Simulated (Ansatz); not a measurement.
Input of an Ansatz 0.2.0 run:

Contents of input.yaml:

```yaml
crystal:
  lattice:
    - [4.1467, 0.0, 0.0]
    - [-2.07335, 3.59115, 0.0]
    - [0.0, 0.0, 5.41629]
  atoms:
    - { symbol: Ni, position: [0.0, 0.0, 0.02221], spin: 1.0 }
    - { symbol: Mo, position: [0.66667, 0.33333, 0.45996], spin: 1.0 }
    - { symbol: Pd, position: [0.33333, 0.66667, 0.74601] }
    - { symbol: Ir, position: [0.33333, 0.66667, 0.25641], spin: 0.6 }
    - { symbol: W, position: [0.66667, 0.33333, 0.99985] }
hamiltonian:
  xc: pbe
  pseudopotentials: { kind: paw }
  dispersion: d3bj
magnetization:
  spin_polarized: true
kpoints:
  mp_grid: { grid: [5, 5, 4] }
scf:
  occupations: { method: fermi_dirac, width: 0.05 }
output:
  forces: true
  stress: true
  eigenvalues: true
relax:
  f_tol: 0.01
  max_steps: 40
  cell: { stress_tol: 0.05 }
```

Potentials or basis: Ansatz PAW.

The run is started by

```console
$ ansatz run input.yaml --threads 8 --pin off --max-ram 20480MiB --backend cpu --events-out ev --progress --plain --runs-dir out
```

(1) What does it give for the space group after relaxing (to 0.05 Å)?

(2) Predict the relaxed volume.

(3) Estimate the relaxed cell.

Answers

(1) P3m1 (No. 156).

(2) 15.70 Å³/atom.

(3) a = 4.108 Å, b = 4.108 Å, c = 5.372 Å, α = 90.00°, β = 90.00°, γ = 120.00°.

Caveat: pairwise dispersion overbinds metals, which lowers pressure and volume; the starting moments weren't kept.
